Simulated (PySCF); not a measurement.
# C6H9FSn (Sn(vinyl)3F): the cost of one run

Computed with PySCF 2.14.0 and routines of our own; the level stands in each step. Atoms count from 0.

## 1. The starting structure

17 atoms, charge 0, multiplicity 1; geometry from: GFN2-xTB.

## 2. Geometry optimisation at PBE0-D3(BJ)/def2-SVP

Job settings and geometry (Å):

```
{"job": {"xc": "PBE0", "basis": "def2-SVP", "d3": "d3bj", "grid": 1, "maxiter": 30, "shake": 0.03, "kind": "geom"}, "charge": 0, "multiplicity": 1}
Sn     0.131800    -0.007310     0.034920
C     -0.107720    -0.235550     2.185410
C     -1.257920    -0.621710     2.762170
H      0.913100    -0.038090     2.746720
H     -2.113550    -0.828380     2.208990
H     -1.254330    -0.760390     3.849640
C      2.093730    -0.224290    -0.844900
C      2.674470    -1.384950    -0.997380
H      2.559410     0.694360    -1.127030
H      2.131560    -2.314170    -0.632080
H      3.576610    -1.528430    -1.408300
C     -1.146970     1.663240    -0.826790
C     -1.884120     1.565940    -2.023040
H     -1.292880     2.575330    -0.242460
H     -1.755130     0.602140    -2.581110
H     -2.419790     2.369820    -2.370660
F     -0.876800    -1.528150    -0.673860
```

Started as:

```sh
$ OMP_NUM_THREADS=1 python heavy_run.py task.json out
```

This one command runs all jobs of the session in turn.

**Question.** How long does this first job take on 1 thread of Arm Neoverse V2, shared host, and how much memory does it need?

About 7.6 min, with a peak of 0.69 GiB.
